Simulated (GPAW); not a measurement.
Crystal: WAu.

```
W Au
1.0
     0.00000    2.90921    2.90921
     2.90921    0.00000    2.90921
     2.90921    2.90921    0.00000
W Au
1 1
Direct
  0.00000 0.00000 0.00000
  0.75000 0.75000 0.75000
```

The cell was built by a generator and needn't be a form met in nature.

Base run:

* Program: GPAW 26.7.0
* Functional: revPBE
* Potentials or basis: the program's PAW data sets (release 1.2.1) made for this functional
* Cutoff: 600 eV
* Basis: pw
* k mesh: 8 × 8 × 8
* Occupations: fermi-dirac, width 0.05 eV
* Spin: no spin polarisation

Its results: band gap on the k mesh none (metal or under the smearing width); pressure 2.5 GPa.

Q: After a change of settings the same cell gave: band gap on the k mesh none (metal or under the smearing width); pressure -7.2 GPa. Which change was it?
A. functional from revPBE to r2SCAN; potentials or basis from the program's PAW data sets (release 1.2.1) made for this functional to GPAW PAW data sets (gpaw-data 1.2.1)
B. functional from revPBE to AM05; potentials or basis from the program's PAW data sets (release 1.2.1) made for this functional to PAW data sets generated in the run's folder for this functional
C. functional from revPBE to LDA
D. functional from revPBE to PW91; potentials or basis from the program's PAW data sets (release 1.2.1) made for this functional to PAW data sets generated in the run's folder for this functional

A: C.

LDA binds more tightly than revPBE, so the same cell stands under less pressure.

Caveats: with this Au data set, volumes or pressures lay over 1.5 % or 2 GPa off other programs in two to four cells of ten.

Runs at the PBE level aren't shown here.
